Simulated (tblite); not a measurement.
# C2H11BrSi4: the cost of one run

Programs: tblite 0.8.0 and PySCF 2.14.0, with density-fitted response routines of our own. Each step states its level of theory. These are calculated values for one molecule in the gas phase, unless marked as measured. Atoms are numbered from 0 throughout.

**1. The starting structure**

18 atoms, charge 0, multiplicity 1; geometry from: force field or distance geometry start.

Bonds of the start (Å): C0–C1 1.51, C1–Si2 1.84, Si2–Si3 2.22, Si3–Si4 2.24, Si4–Si5 2.24, Si5–Br6 2.24, Si5–Si2 2.26, C0–H7 1.10, C0–H8 1.12, C0–H9 1.10, C1–H10 1.12, C1–H11 1.11, Si2–H12 1.47, Si3–H13 1.47, Si3–H14 1.45, Si4–H15 1.49, Si4–H16 1.46, Si5–H17 1.46.

**2. Geometry optimisation with GFN2-xTB**

What the job is given:

```
{"job": {"kind": "relax", "xc": "GFN2-xTB", "basis": "xTB"}, "charge": 0, "multiplicity": 1}
C      2.536500    -0.284000    -0.352900
C      1.683400     0.759600     0.333800
Si    -0.069600     0.256300     0.582100
Si    -0.723600    -1.610700    -0.432500
Si    -2.646600    -0.542000    -0.862100
Si    -1.406300     1.325100    -0.891600
Br    -2.341100     3.111400     0.087100
H      2.515800    -1.241000     0.180100
H      3.588400     0.085200    -0.308600
H      2.280400    -0.413600    -1.413500
H      2.100100     1.031600     1.340700
H      1.699900     1.703600    -0.244100
H     -0.577100     0.394200     1.957900
H     -1.006800    -2.751200     0.449000
H     -0.007400    -1.922100    -1.658400
H     -3.572400    -0.558000     0.298900
H     -3.259000    -0.888600    -2.139800
H     -0.803300     1.550500    -2.202500
```

Command:

```sh
$ OMP_NUM_THREADS=1 python probes_run.py task.json out
```

This one command runs all jobs of the session in turn.

Q: Estimate the wall time and peak memory of this first job on 1 thread of Arm Neoverse N1, shared host.

About 4.1 s, with a peak of 0.18 GiB.
